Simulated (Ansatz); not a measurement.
## CH₃AsS, SMILES S=C[AsH2]: the energy of protonation at one site

Program: the Python package of Ansatz (0.2.0).

`ch3ass_pa.py`
```python
"""Proton affinity of CH3AsS at one site."""

import ansatz as az
import numpy as np

BASIS = "def2-SVP"
LEVEL = "mp2"
CHARGE = 1
FMAX = 0.01

GEOMETRY = """
S    -0.55240   -1.67230    1.12910
C    -0.14290   -0.84860    0.00750
As    0.77990    0.82100    0.30850
H    -0.24040   -1.17760   -1.00910
H     0.70130    1.23070   -1.19780
H    -0.50350    1.58280    0.71560
"""

ch3ass = az.Crystal.molecule()
for line in GEOMETRY.strip().splitlines():
    symbol, *xyz = line.split()
    ch3ass = ch3ass.atom(symbol, [float(v) for v in xyz])

job = ch3ass.calculation()
job = job.basis(gaussian=BASIS)
job = job.correlation(LEVEL)
symbols = [site.symbol for site in ch3ass.cartesian_sites]
start = np.array([site.position_ang for site in ch3ass.cartesian_sites], dtype=float)
summary = job.relax(force_tolerance=0.01).run(threads=1, pin="off").report
end = np.array(summary["positions_ang"])

# start the new hydrogen opposite the existing bonds
away = sum((end[0] - end[j]) / np.linalg.norm(end[0] - end[j]) for j in [1]) + np.array([0.15, 0.1, -0.2])
proton = end[0] + 1.4 * away / np.linalg.norm(away)
acid = az.Crystal.molecule()
for symbol, place in zip(symbols, end):
    acid = acid.atom(symbol, place.tolist())
acid = acid.atom("H", proton.tolist())
protonated = (
    acid.calculation()
    .basis(gaussian=BASIS)
    .correlation(LEVEL)
    .charge(CHARGE)
    .relax(force_tolerance=FMAX, max_steps=80)
)
after = protonated.run(threads=1, pin="off").report
xyz = np.array(after["positions_ang"])
reach = np.linalg.norm(xyz[:-1] - xyz[-1], axis=1)
print(f"base {summary['free_energy_ev']:.5f} eV, protonated {after['free_energy_ev']:.5f} eV")
print(f"the proton ends {reach.min():.3f} A from {symbols[reach.argmin()]}{reach.argmin()}")
print(f"electronic proton affinity {(summary['free_energy_ev'] - after['free_energy_ev']):.3f} eV")
```

```console
$ python ch3ass_pa.py
base -72691.45339 eV, protonated -72700.06797 eV
the proton ends 1.351 A from S0
electronic proton affinity 8.615 eV
```

Total energies depend on the basis set; only differences at equal settings carry meaning. The proton is put on one chosen atom, which needn't be the most basic site, so the molecule's proton affinity can be higher; the ends are stationary points, not checked by frequencies, and zero-point and thermal terms count only where printed. Finished in 90 s on 1 thread of Arm Neoverse V2, on a shared host, peak memory 0.26 GiB.
